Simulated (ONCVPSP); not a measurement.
# Ni: the cost of one run

Method: ONCVPSP 4.0.1.1 (patched build), PBEsol, scalar-relativistic.

### Step 1. The atom and the settings

The settings as typed:

```
element                 : nickel (Ni, Z = 28)
type                    : optimised norm-conserving Vanderbilt (ONCV)
frozen core             : [Ne]
valence charge          : 18
reference configuration : 3s2 3p6 3d8 4s2
partial waves           : 3s+4s: rc 1.45 bohr, ncon 4, nbas 9, qcut 6.6 1/bohr, 2 projectors; 3p: rc 1.15 bohr, ncon 4, nbas 8, qcut 9.9 1/bohr, 2 projectors, debl 1.4 Ha; 3d: rc 1.15 bohr, ncon 5, nbas 9, qcut 15.5 1/bohr, local
local potential         : the d channel
core correction         : Teter function fitted to the true core (icmod 2), fcfact 0.45
```

The outer shells as boxes (Hund's rule for the drawing; the calculation is spin-unpolarised):

```
[Ne] core
3s [↑↓]
3p [↑↓][↑↓][↑↓]
3d [↑↓][↑↓][↑↓][↑ ][↑ ]
4s [↑↓]
```

An earlier all-electron run gives the scale for the radii.

All-electron outer shells of the reference configuration (PBEsol, scalar-relativistic, ld1.x):

```tsv
shell	level (eV)	outermost node (bohr)	outermost maximum (bohr)
2p	-844.17	–	0.16
3s	-110.78	0.30	0.64
3p	-71.25	0.27	0.65
3d	-8.90	–	0.63
4s	-5.66	0.92	2.24
4p	-1.19	1.00	3.14
```

### Step 2. Generating the potential

Ni.dat reads:

```
# ATOM AND REFERENCE CONFIGURATION
# atsym  z   nc   nv     iexc    psfile
  Ni 28.00    3    4  -116133      upf
#
#   n    l    f
    1    0    2.00
    2    0    2.00
    2    1    6.00
    3    0    2.00
    3    1    6.00
    3    2    8.00
    4    0    2.00
#
# PSEUDOPOTENTIAL AND OPTIMIZATION
# lmax
    2
#
#   l,   rc,      ep,       ncon, nbas, qcut
    0    1.45    0.00    4    9    6.60
    1    1.15    0.00    4    8    9.90
    2    1.15    0.00    5    9   15.50
#
# LOCAL POTENTIAL
# lloc, lpopt,  rc(5),   dvloc0
    2    5    1.15    0.00
#
# VANDERBILT-KLEINMAN-BYLANDER PROJECTORs
# l, nproj, debl
    0    2    1.50
    1    2    1.40
    2    0    3.30
#
# MODEL CORE CHARGE
# icmod, fcfact, rcfact
    2    0.45    0.90
#
# LOG DERIVATIVE ANALYSIS
# epsh1, epsh2, depsh
   -6.00    5.00    0.04
#
# OUTPUT GRID
# rlmax, drl
    6.00    0.01
#
# TEST CONFIGURATIONS
# ncnf
    4
# nvcnf
#   n    l    f
    4
    3    0    2.00
    3    1    6.00
    3    2    8.00
    4    0    1.00
#
    4
    3    0    2.00
    3    1    6.00
    3    2    8.00
    4    0    0.00
#
    4
    3    0    2.00
    3    1    6.00
    3    2    7.00
    4    0    0.00
#
    4
    3    0    2.00
    3    1    5.00
    3    2    8.00
    4    0    2.00
#
```

Launch:

```
$ oncvpsp.x < Ni.dat > Ni.out
```

**Question.** How long does this run take on 1 thread of Neoverse-N1, shared host?

About 5.2 s.
